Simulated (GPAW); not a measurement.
**C2H2AlF (SMILES [F][Al]1[CH]=[CH]1): LDA (PW92)/real-space grid (scalar-relativistic datasets)**

We compute ionisation energies of C2H2AlF. Input form: an ASE script.

The results are computed with GPAW 26.7.0.

1 further run of the same task is left out (set aside as unsound or not needed). Runs told in other sessions of the task aren't counted.

## Step 1: The molecule

C2H2AlF: 6 atoms, total charge 0, spin state singlet. SMILES: `[F][Al]1[CH]=[CH]1`. The shape comes from GFN2-xTB, which is rough for such elements, and wasn't checked as a minimum.

Bond lengths: F1–Al2 1.652 Å, Al2–C3 1.920 Å, Al2–C4 1.919 Å, C3–C4 1.395 Å, C3–H5 1.090 Å, C4–H6 1.090 Å. Angles: F1–Al2–C3 158.6°, F1–Al2–C4 158.8°, C3–Al2–C4 42.6°, Al2–C3–C4 68.6°, Al2–C4–C3 68.7°, Al2–C3–H5 168.0°, C4–C3–H5 123.4°, Al2–C4–H6 167.6°, C3–C4–H6 123.7°.

## Step 2: Ionisation energies at LDA (PW92)/real-space grid (scalar-relativistic datasets)

run.xyz reads:

```xyz
6

F     -1.815710    -1.830150     1.264150
Al    -0.772180    -0.776170     0.537210
C      0.899820    -0.020950    -0.028180
C     -0.178720     0.743700    -0.472200
H      1.939290     0.230760    -0.236940
H     -0.072510     1.652800    -1.064050
```

calc.py reads:

```python
from ase.io import read
from gpaw import GPAW

# Geometry
atoms = read('run.xyz')
atoms.center(vacuum=5.0)

energies = {}
for name, charge, unpaired in [('neutral', 0, 0), ('oxidised', 1, 1), ('reduced', -1, 1)]:
    atoms.set_initial_magnetic_moments([unpaired / len(atoms)] * len(atoms))
    gpaw_calc = GPAW(mode='fd',
                     h=0.2,
                     xc='LDA',
                     charge=charge,
                     occupations={'name': 'fermi-dirac', 'width': 0.0, 'fixmagmom': unpaired > 0},
                     maxiter=100,
                     poissonsolver={'name': 'MomentCorrectionPoissonSolver', 'poissonsolver': 'fast', 'moment_corrections': 4},
                     symmetry='off',
                     txt='-')
    atoms.calc = gpaw_calc
    energies[name] = atoms.get_potential_energy()
    print(f'{name:10} {energies[name]:12.5f} eV')

ip = energies['oxidised'] - energies['neutral']
print(f'Vertical IP = {ip:.3f} eV')
ea = energies['neutral'] - energies['reduced']
print(f'Vertical EA             {ea:.3f} eV')
```

Command:

```bash
$ python3 calc.py
```

Q: Predict the results. Wanted: first ionisation energy.

Computed results:

Level: LDA (PW92)/real-space grid (scalar-relativistic datasets).

| quantity | value |
| --- | --- |
| first ionisation energy | 9.19 eV |
